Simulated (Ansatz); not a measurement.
Rh, space group P6_3/mmc: a scan of the energy under strain, run with the Ansatz DFT code, driven from Python.

The script, `rh_strain.py`:
```python
"""A shear strain scan of Rh."""

import ansatz as az
import numpy as np
from tabulate import tabulate

VECTORS = np.array([
    [2.69174462, 0.0, 0.0],
    [-1.34587231, 2.33111922, 0.0],
    [0.0, 0.0, 8.79807013],
])
SITES = [
    ("Rh", (0.0, 0.0, 0.0)),
    ("Rh", (1 / 3, 2 / 3, 0.25)),
    ("Rh", (0.0, 0.0, 0.5)),
    ("Rh", (2 / 3, 1 / 3, 0.75)),
]


def crystal_on(cell):
    crystal = az.Crystal(lattice=az.Lattice.of(cell))
    for symbol, position in SITES:
        crystal = crystal.atom(symbol, position)
    return crystal

# clamped ions: the fractional positions stay as typed
values = np.linspace(-0.02, 0.02, 5)
energies = []
for d in values:
    strain = np.array([[0, d / 2, 0], [d / 2, 0, 0], [0, 0, 0]])
    cell = VECTORS @ (np.eye(3) + strain)
    calc = (
        crystal_on(cell).calculation()
        .functional(az.Functional.R2SCAN)
        .pseudopotentials("paw")
        .occupations("Fermi-Dirac")  # fractional filling near the Fermi level
        .basis(520)  # a bare number is in eV
        .kpoints(15, 15, 4)  # the mesh must be finer for metals
    )
    summary = calc.run().report
    energies.append(summary["free_energy_ev"] / len(SITES))
    print(f"d = {d:+.4f}  F = {energies[-1]:.5f} eV/atom")
energies = np.array(energies)

print(tabulate(zip(values, 1000 * (energies - energies.min())), headers=["strain", "dE (meV/atom)"], floatfmt=".3f"))
curvature = 2 * np.polyfit(values, energies, 3)[1]
volume = abs(np.linalg.det(VECTORS)) / len(SITES)
print(f"d2E/dd2 over the volume: {curvature / volume * 160.21766:.1f} GPa")
```

How much energy does this shear strain cost, and what curvature follows?

Against the unstrained cell the energy per atom changes by +2.75 meV at one end of the scan and +2.75 meV at the other, and its second derivative over the volume is 159.5 GPa.

The run itself:

```console
$ python rh_strain.py
d = -0.0200  F = -6415.27037 eV/atom
d = -0.0100  F = -6415.27243 eV/atom
d = +0.0000  F = -6415.27312 eV/atom
d = +0.0100  F = -6415.27243 eV/atom
d = +0.0200  F = -6415.27037 eV/atom
  strain    dE (meV/atom)
--------  ---------------
  -0.020            2.748
  -0.010            0.687
   0.000            0.000
   0.010            0.687
   0.020            2.748
d2E/dd2 over the volume: 159.5 GPa
```

What to keep in mind:
- Total energies depend on the potentials; only differences at equal settings carry meaning.
- The curvature belongs to this strain pattern and to the cell's stress; it equals a single elastic constant only for simple patterns.
- In a metal a curvature from energy changes of a few meV or less hangs on mesh and smearing, in size and even in sign.
- This isn't the structure that Rh takes at ambient conditions.
- The ions keep their fractional positions (clamped ions).
- The whole script took 3.3 min on 1 thread of Intel(R) Xeon(R) Processor @ 2.30GHz, with other jobs on the host, peak memory 1.1 GiB.
